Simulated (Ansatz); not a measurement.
FGeH₄NO, SMILES [NH2][GeH]([OH])[F], a rigid scan of one bond length

Program: the Python package of Ansatz (0.2.0).

Input file `fgeh4no.xyz`:
```text
8

N    -0.53100    1.34330    0.14360
Ge    0.30880   -0.22630   -0.15590
O     0.21330   -1.21250    1.31910
F    -0.38330   -1.08180   -1.47620
H    -1.57720    1.14220    0.29910
H    -0.55710    1.92470   -0.77460
H     1.81830    0.06590   -0.51580
H     0.80040   -2.01270    1.10480
```

The cells in order, each with its output:

**Cell 1**
```python
import warnings

import ansatz as az
import numpy as np
```

**Cell 2**
```python
warnings.simplefilter("ignore", az.DeckWarning)

molecule = az.Crystal.molecule_from_extxyz("fgeh4no.xyz")
```

**Cell 3**
```python
symbols = [site.symbol for site in molecule.cartesian_sites]
start = np.array([site.position_ang for site in molecule.cartesian_sites])
axis = (start[0] - start[1]) / np.linalg.norm(start[0] - start[1])
moving = [0, 4, 5]
lengths, energies = [1.53, 1.66, 1.81, 1.99, 2.26, 2.71, 3.25, 3.97], []
for length in lengths:
    xyz = start.copy()
    xyz[moving] += (length - np.linalg.norm(start[0] - start[1])) * axis
    point = az.Crystal.molecule()
    for symbol, xyz in zip(symbols, xyz):
        point = point.atom(symbol, xyz.tolist())
    base = point.calculation()
    base = base.basis(gaussian="def2-SVP")
    base = base.functional("HF")
    data = base.run(threads=1, pin="off").report
    energies.append(data["free_energy_ev"])
    print(f"r = {length:6.3f} A  E = {energies[-1]:.5f} eV  <S^2> = {abs(data['mean_field']['state']['spin_squared']):.3f}")
```
Output:
```text
r =  1.530 A  E = -62749.24683 eV  <S^2> = 0.000
r =  1.660 A  E = -62750.63570 eV  <S^2> = 0.000
r =  1.810 A  E = -62751.05417 eV  <S^2> = 0.000
r =  1.990 A  E = -62750.72993 eV  <S^2> = 0.000
r =  2.260 A  E = -62749.61330 eV  <S^2> = 0.000
r =  2.710 A  E = -62747.58758 eV  <S^2> = 0.000
r =  3.250 A  E = -62745.69200 eV  <S^2> = 0.000
r =  3.970 A  E = -62744.02440 eV  <S^2> = 0.000
```

**Cell 4**
```python
print("energy above the lowest point (eV):", [round(e - min(energies), 3) for e in energies])
```
Output:
```text
energy above the lowest point (eV): [1.807, 0.418, 0.0, 0.324, 1.441, 3.467, 5.362, 7.03]
```

Reading the output:
- The settings weren't tested for convergence.
- The rest of the molecule is held rigid at a force-field or estimated start geometry, and the basis set is modest; single-reference methods fail as a bond breaks.
- Hartree-Fock leaves correlation out, so bond, atomisation and ionisation energies come out well too low.
- The orbitals are restricted, so S² is zero by construction.
- Toward dissociation an unrestricted state can lie under the restricted one, by tenths of an eV for polar bonds under a functional and by 1 to 2 eV or more for others.
- The whole script took 14 s on 1 thread of AMD EPYC 7R43 64-Core Processor (Zen 3) (shared host), peak memory 0.24 GiB.

(Lines on the test bed's own set-up are left out of the output.)
